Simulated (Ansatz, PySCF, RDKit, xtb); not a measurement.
# C7H7NS: which of the isomers drawn lies lowest?

A sample of isomers of C7H7NS is drawn. Aim: find which of them has the lowest free energy at 298.15 K, then its properties. The sample is small against all isomers, and the most stable one of this formula need not be in it.

Plan: many cheap relaxations first (GFN2-xTB), then density-functional screening, relaxation at r2SCAN-D4/def2-SVP, vibrations (at GFN2-xTB) and a final energy. The numbers are computed, not measured.

**1. Candidates**

Isomers were taken from a list of plausible structures; this is a sample, not all of them. That gives 5 candidates.

| label | SMILES | spin |
| --- | --- | --- |
| c027 | N/C=C1\C=CC=CC1=S | singlet |
| c431 | N=CC1=CC=CCC1=S | singlet |
| c487 | N/C=C1/C=CC=CC1=S | singlet |
| c921 | N=C[C@@H]1C=CC=CC1=S | singlet |
| c969 | N=Cc1ccccc1S | singlet |

Candidates are built by distance geometry, with a force field where one applies, in up to four conformers (letters a to d).

Q: Predict the outcome of this search (final energies at CCSD(T)/def2-SVP + MP2/def2-TZVPP - MP2/def2-SVP).

| quantity | value |
| --- | --- |
| lowest structure found | N=Cc1ccccc1S, singlet |
| next finalist | N/C=C1/C=CC=CC1=S, singlet, 2.2 kcal/mol higher in G |
| share at equilibrium, among the finalists | 97.8 % |
| dipole moment (PBE0/def2-SVPD) | 1.95 D |
| HOMO energy (PBE0/def2-SVPD) | -6.60 eV |
| LUMO energy (PBE0/def2-SVPD) | -1.69 eV |
| HOMO–LUMO gap (PBE0/def2-SVPD) | 4.91 eV |
| lowest excitation (TD-PBE0/def2-SVPD) | 3.99 eV (f = 0.059) |
| strongest of the states computed, same level | 5.44 eV (f = 0.400) |
| lowest triplet excitation, same level, Tamm-Dancoff | 3.15 eV |
| vertical ionisation energy | 8.32 eV |
| vertical electron affinity | 0.08 eV |
| vertical triplet less singlet | +3.22 eV |

The search ends on `N=Cc1ccccc1S`. The margin, 2.2 kcal/mol, is modest. HF/STO-3G, HF/def2-SVP and MP2/def2-SVP already put its bonding pattern lowest among the structures in one piece; GFN2-xTB, r2SCAN-D4/def2-SVP and r2SCAN-D4/def2-SVP, relaxed favour the singlet N/C=C1/C=CC=CC1=S. A large T1 diagnostic among the finalists warns that one reference determinant may not suffice. It concerns: the finalist N/C=C1/C=CC=CC1=S (singlet); the finalist N/C=C1\C=CC=CC1=S (singlet). The search is not exhaustive (a finite list of starts, one conformer a finalist), so a lower isomer can't be ruled out. Only 5 drawn patterns were tried, so whole families of isomers are missing, and the result ranks this sample alone.
